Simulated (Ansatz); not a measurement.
# CH₄FNOSi: up Jacob's ladder to CCSD(T)

How much do the methods differ for CH₄FNOSi? The plan is to run it at one geometry with functionals of several rungs and with coupled cluster. The yardstick is the atomisation energy at the CCSD(T) limit.

Method: functionals in def2-TZVPP, the program's frozen cores in correlated methods; program: Ansatz 0.2.0, Gaussian basis.

Levels to be run: LDA (SPW92), PBE-D4, revPBE-D4, BLYP-D4, r2SCAN-D4, B97M-V, PBE0-D4, B3LYP-D4, r2SCANh-D4, r2SCAN0-D4, HSE06-D4, BHLYP-D4, CAM-B3LYP-D4, LC-ωPBE, ωB97X-V, ωB97M-V, B2PLYP, PBE-QIDH; CCSD(T)/def2-SVP; CCSD(T)/def2-TZVPP; MP2/def2-QZVPP; extrapolation to the limit; RPA on PBE.

## Step 1: The geometry

All runs share one geometry, relaxed beforehand with PBE0-D4 in a triple-zeta def2 set.

9 atoms, charge 0, spin multiplicity 1.

Atoms are counted from 1 here; the program's logs count them from 0.

Bond lengths: N1–C2 1.326 Å, N1–H6 1.007 Å, N1–H7 1.004 Å, C2–O3 1.264 Å, C2–H8 1.090 Å, O3–Si4 1.893 Å, Si4–F5 1.639 Å, Si4–H9 1.565 Å. Angles: C2–N1–H6 119.2°, C2–N1–H7 120.9°, H6–N1–H7 119.2°, N1–C2–O3 121.1°, N1–C2–H8 116.9°, O3–C2–H8 121.6°, C2–O3–Si4 104.7°, O3–Si4–F5 95.8°, O3–Si4–H9 87.5°, F5–Si4–H9 96.9°.

## Step 2: LDA

This LDA is Slater exchange with PW92 correlation.

The input, in.yaml:

```yaml
crystal:
  periodic: [false, false, false]
  atoms:
    - {symbol: N, position_ang: [0.261072, 0.594996, 1.465008]}
    - {symbol: C, position_ang: [-0.182192, -0.155210, 0.465318]}
    - {symbol: O, position_ang: [0.540905, -1.057853, -0.045436]}
    - {symbol: Si, position_ang: [0.597909, -0.640236, -1.890413]}
    - {symbol: F, position_ang: [-0.823273, -1.365454, -2.267465]}
    - {symbol: H, position_ang: [1.226571, 0.523349, 1.742566]}
    - {symbol: H, position_ang: [-0.305211, 1.330566, 1.848159]}
    - {symbol: H, position_ang: [-1.229267, -0.035998, 0.186992]}
    - {symbol: H, position_ang: [0.001886, 0.759438, -1.521727]}
basis:
  gaussian: {orbitals: def2-TZVPP}
hamiltonian: {xc: lda}
output: {orbitals: {seedname: orbitals}}
```

Run with:

```bash
$ ansatz run in.yaml --threads 2 --pin off --events-out ev --progress --plain --max-ram 4352MiB
```

The runs that follow: PBE-D4 (GGA); revPBE-D4 (GGA); BLYP-D4 (GGA); r2SCAN-D4 (meta-GGA); B97M-V (meta-GGA); PBE0-D4 (hybrid); B3LYP-D4 (hybrid); r2SCANh-D4 (hybrid); r2SCAN0-D4 (hybrid); HSE06-D4 (hybrid); BHLYP-D4 (hybrid); CAM-B3LYP-D4 (range-separated); LC-ωPBE (range-separated); ωB97X-V (range-separated); ωB97M-V (range-separated); B2PLYP (double hybrid); PBE-QIDH (double hybrid); CCSD(T) in def2-SVP; CCSD(T) in def2-TZVPP; MP2 in def2-QZVPP; RPA on PBE orbitals.

Q: Predict the results of all the runs planned. Wanted: atomisation energy, CCSD(T)/CBS; farthest beyond LDA; mean size of error, GGA; mean size of error, meta-GGA; mean size of error, hybrid; mean size of error, range-separated; mean size of error, double hybrid; gap, smallest and largest; T1 diagnostic.

As calculated:

| quantity | value |
| --- | --- |
| atomisation energy, CCSD(T)/CBS | 3363.4 kJ/mol |
| functionals within 16.8 kJ/mol (0.5 %) | r2SCAN-D4, PBE0-D4, HSE06-D4, ωB97X-V |
| farthest beyond LDA | BHLYP-D4 (-144.0 kJ/mol) |
| mean size of error, GGA | 67.3 kJ/mol |
| mean size of error, meta-GGA | 17.9 kJ/mol |
| mean size of error, hybrid | 46.4 kJ/mol |
| mean size of error, range-separated | 22.3 kJ/mol |
| mean size of error, double hybrid | 39.0 kJ/mol |
| gap, smallest and largest | 2.60 eV (LDA (SPW92)), 8.89 eV (LC-ωPBE) |
| T1 diagnostic | 0.0184 |
| triples share of the correlation energy | 3.8 % |

**Reading.** LDA overbinds by 614.3 kJ/mol (18 %). PBE-D4 is off by +125.4 kJ/mol. Double hybrids carry the basis error of their MP2 part in triple zeta, and no dispersion term here, so their miss is partly the set-up's. By mean error the best rung here is meta-GGA (17.9 kJ/mol) and the worst beyond LDA is GGA (67.3 kJ/mol). The gap between the best rungs is small, so their order is not settled. Misses under about 16.8 kJ/mol are within the doubt on the reference itself, which lacks core-valence correlation, relativity and higher excitations. Hartree-Fock recovers 67 % of the binding; the rest is correlation. CCSD(T) in def2-SVP is off by -245.4 kJ/mol, which most functionals beat. Orbital gaps span 2.6 to 8.9 eV; exact exchange widens them.
